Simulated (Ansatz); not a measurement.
Geometry optimisation, Ansatz, DFT PBE, scalar-relativistic, plane waves, PAW.

Input file:

```yaml
crystal:
  lattice:
    - [0.0, 4.348, 4.348]
    - [4.348, 0.0, 4.348]
    - [4.348, 4.348, 0.0]
  atoms:
    - { symbol: Si, position: [0.0, 0.0, 0.0] }
    - { symbol: C, position: [0.125, 0.125, 0.125] }
    - { symbol: Si, position: [0.0, 0.0, 0.5] }
    - { symbol: C, position: [0.125, 0.125, 0.625] }
    - { symbol: Si, position: [0.0, 0.5, 0.0] }
    - { symbol: C, position: [0.125, 0.625, 0.125] }
    - { symbol: Si, position: [0.0, 0.5, 0.5] }
    - { symbol: C, position: [0.125, 0.625, 0.625] }
    - { symbol: Si, position: [0.5, 0.0, 0.0] }
    - { symbol: C, position: [0.625, 0.125, 0.125] }
    - { symbol: Si, position: [0.5, 0.0, 0.5] }
    - { symbol: C, position: [0.625, 0.125, 0.625] }
    - { symbol: Si, position: [0.5, 0.5, 0.0] }
    - { symbol: C, position: [0.625, 0.625, 0.125] }
    - { symbol: Si, position: [0.5, 0.5, 0.5] }
    - { symbol: C, position: [0.625, 0.625, 0.625] }
    - { symbol: H, position: [0.87503618, 0.37245777, 0.87180674], spin: 1.0 }
magnetization:
  spin_polarized: true
basis:
  ecutwfc: 420.0
kpoints:
  mp_grid: { grid: [2, 2, 2] }
hamiltonian:
  xc: pbe
  pseudopotentials: { kind: paw, azcp: { folder: soft_1 } }
scf:
  occupations: { method: gaussian, width: 0.05 }
  lower_state_search: "off"
relax:
  f_tol: 0.03
  max_steps: 60
  adjacent_minimum: "off"
output:
  write_density: true
  write_potential: true
  elf: true
  volumetric_format: npy
```

Run as:

```bash
$ ansatz run input.yaml --threads 1 --pin off --max-ram 3072MiB --backend cpu --events-out ev --progress --plain --runs-dir out
```

**Question.** Where does it end, and by what steps?

**Answer.** The forces met the threshold. The force dipped under the threshold on the way, but the program's further checks kept it going. Limits of this set-up: coarse k mesh. After 3 steps the energy has fallen by 0.029 eV; C4 moved furthest, 0.02 Å.

| step | energy less start (eV) | largest force component (eV/Å) | accepted |
| --- | --- | --- | --- |
| 0 | 0.0000 | 0.546 | yes |
| 1 | -0.0236 | 0.227 | yes |
| 2 | -0.0289 | 0.017 | yes |
| 3 | -0.0289 | 0.017 | yes |

```xyz
17
Lattice="0.0000 4.3480 4.3480 4.3480 0.0000 4.3480 4.3480 4.3480 0.0000" Properties=species:S:1:pos:R:3
Si 0.001 -0.002 0.001
C 1.086 1.104 1.086
Si 2.172 2.175 0.001
C 3.242 3.261 1.087
Si 2.171 -0.003 2.171
C 3.260 1.086 3.260
Si 4.349 2.175 2.172
C 5.434 3.260 3.278
Si 0.000 2.175 2.172
C 1.087 3.261 3.243
Si 2.173 4.347 2.173
C 3.261 5.435 3.261
Si 2.172 2.176 4.350
C 3.278 3.260 5.435
Si 4.348 4.346 4.349
C 5.435 5.416 5.435
H 5.422 7.602 5.429
```

The run took 84 s on 1 thread of Intel(R) Xeon(R) Platinum 8175M CPU @ 2.50GHz (Skylake/Cascade Lake), on a shared host, peak memory 0.69 GiB.
